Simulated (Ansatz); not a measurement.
# FGaH6O: the cost of one run

Program: Ansatz 0.2.0. Level of theory: UHF/def2-SVP. These are calculated values, not measurements.

1 further run of the same task is left out (it didn't finish).

## Step 1: The structure to begin with

Bond lengths: Ga1–H3 1.553 Å, Ga1–H4 1.543 Å, Ga1–F6 2.125 Å, O8–H9 0.960 Å. Angles: H3–Ga1–H4 129.0°, H3–Ga1–F6 101.7°, H4–Ga1–F6 109.4°.

Coordinates:

```xyz
9

Ga   -0.7238   -1.2202    0.4963
H    -1.1757    0.7200    0.1729
H    -0.9965   -2.0442   -0.7910
H    -0.9803   -1.6054    1.9686
H     1.2732    0.4561   -0.0986
F     1.3212   -0.6973    0.2492
H    -0.3722    1.2073   -0.1214
O     0.8049    1.5808   -0.4585
H     0.8492    1.6029   -1.4175
```

## Step 2: Pulling towards end A

Springs on the bonds that form and break draw the guess towards this end; the thresholds are loose.

input.yaml reads:

```yaml
crystal:
  periodic: [false, false, false]
  atoms:
    - { symbol: Ga, position_ang: [-0.7238, -1.2202, 0.4963] }
    - { symbol: H, position_ang: [-1.1757, 0.72, 0.1729] }
    - { symbol: H, position_ang: [-0.9965, -2.0442, -0.791] }
    - { symbol: H, position_ang: [-0.9803, -1.6054, 1.9686] }
    - { symbol: H, position_ang: [1.2732, 0.4561, -0.0986] }
    - { symbol: F, position_ang: [1.3212, -0.6973, 0.2492] }
    - { symbol: H, position_ang: [-0.3722, 1.2073, -0.1214] }
    - { symbol: O, position_ang: [0.8049, 1.5808, -0.4585] }
    - { symbol: H, position_ang: [0.8492, 1.6029, -1.4175] }
magnetization:
  spin_polarized: true
basis:
  gaussian: { orbitals: def2-SVP }
hamiltonian:
  xc: hf
relax:
  f_tol: 0.15
  max_steps: 25
  restrain:
    - { distance: [0, 5], at: 3.09, k: 30.0 }
    - { distance: [4, 7], at: 2.27, k: 30.0 }
    - { distance: [6, 1], at: 1.92, k: 30.0 }
    - { distance: [0, 1], at: 1.53, k: 30.0 }
    - { distance: [4, 5], at: 0.88, k: 30.0 }
    - { distance: [6, 7], at: 0.97, k: 30.0 }
```

Started as:

```console
ansatz run input.yaml --threads 2 --pin off --max-ram 3072MiB --backend cpu --events-out ev --progress --plain --runs-dir out
```

What time and memory should one allow on 2 threads of Intel Xeon 6975P-C (Granite Rapids), shared host?

About 8.4 s, with a peak of 0.23 GiB.
